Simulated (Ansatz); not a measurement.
Consider a ranking of polymorphs by energy of 2 structures of LuC2 (Ansatz 0.2.0 through its Python package).

`luc2_i4_mmm.vasp`
```text
LuC2
1.0
  -1.78295600    1.78295600    3.02895000
   1.78295600   -1.78295600    3.02895000
   1.78295600    1.78295600   -3.02895000
Lu C
1 2
Direct
   0.00000000    0.00000000    0.00000000
   0.60793700    0.60793700    0.00000000
   0.39206300    0.39206300    0.00000000
```

Input file `luc2_immm.vasp`:
```text
LuC2
1.0
  -1.77804616    2.33675386    2.43150600
   1.77804616   -2.33675386    2.43150600
   1.77804616    2.33675386   -2.43150600
Lu C
1 2
Direct
   0.00000000    0.00000000    0.00000000
   0.64021500    0.50000000    0.14021500
   0.35978500    0.50000000    0.85978500
```

Script `luc2_polymorphs.py`:
```python
"""Polymorphs of LuC2, after relaxing atoms and volume at fixed cell shape."""

import warnings

import ansatz as az
from ase.io import read
import numpy as np
import spglib
from tabulate import tabulate

config = {
    "k_spacing": 0.33,
    "smearing": "gaussian",
    "width_ev": 0.05,
}


def solve(name, crystal):
    calc = crystal.calculation()
    calc = calc.basis(18 * az.Ha)
    calc = calc.functional(az.Functional.LDA)
    calc = calc.kpoints(spacing=config["k_spacing"])
    calc = calc.occupations(config["smearing"], width=config["width_ev"])
    calc = calc.stress().band_table()
    calc = calc.relax(force_tolerance=0.03, fix_cell=["shape"])
    return calc.run(threads=1, pin="off")


def space_group(outcome):
    sites = outcome.report["lattice"]["sites"]
    kinds = sorted({site["symbol"] for site in sites})
    cell = (outcome.lattice.cell_ang, [site["position_frac"] for site in sites], [kinds.index(site["symbol"]) for site in sites])
    return spglib.get_spacegroup(cell, symprec=0.01)


def pressure_gpa(outcome):
    return float(np.trace(outcome.report["stress_gpa"]) / 3)

warnings.simplefilter("ignore", az.DeckWarning)

phases = {}
atoms = read("luc2_i4_mmm.vasp", format="vasp")
i4_mmm = az.Crystal.from_ase(atoms)
phases["I4/mmm"] = i4_mmm
atoms = read("luc2_immm.vasp", format="vasp")
immm = az.Crystal.from_ase(atoms)
phases["Immm"] = immm

done = {}
for name, crystal in phases.items():
    try:
        done[name] = solve(name, crystal)
    except az.NonConvergedError as error:
        print(name, "did not converge:", str(error)[:120])

energy = {name: o.report["energy_sigma0_ev"] / len(o.lattice.sites) for name, o in done.items()}
lowest = min(energy.values())
rows = [(name, len(o.lattice.sites), 1000 * (energy[name] - lowest), space_group(o), pressure_gpa(o)) for name, o in done.items()]
rows.sort(key=lambda row: row[2])
print(tabulate(rows, headers=["phase", "atoms", "dE (meV/atom)", "space group", "P (GPa)"], floatfmt=".4f", tablefmt="rst"))
print("order:", " < ".join(row[0] for row in rows))
```

Which of these structures comes out lowest, and how far apart are they?

By space group at the end of each run: I4/mmm (+0 meV an atom, 12.0 Å³) and Immm (+90 meV an atom, 12.6 Å³).

The run itself:

```console
$ python luc2_polymorphs.py
=======  =======  ===============  =============  =========
phase      atoms    dE (meV/atom)  space group      P (GPa)
=======  =======  ===============  =============  =========
I4/mmm         3           0.0000  I4/mmm (139)     -0.0159
Immm           3          89.7872  Immm (71)        -0.0069
=======  =======  ===============  =============  =========
order: I4/mmm < Immm
```

What to keep in mind:
- Atoms and volume are relaxed with the cell's shape held, which in cells of lower than cubic symmetry can hide stresses and shift volumes.
- Pressure is positive in compression.
- The cells come from databases of deposited and of computed structures, and not all need be stable phases.
- The ranking holds among these structures alone, at zero temperature; the ground state may be another structure. Differences under about 40 meV an atom lie within the error of mesh and functional.
- Wall time of the script: 53 s on 1 thread of Arm Neoverse V1, with other jobs on the host, peak memory 0.49 GiB.
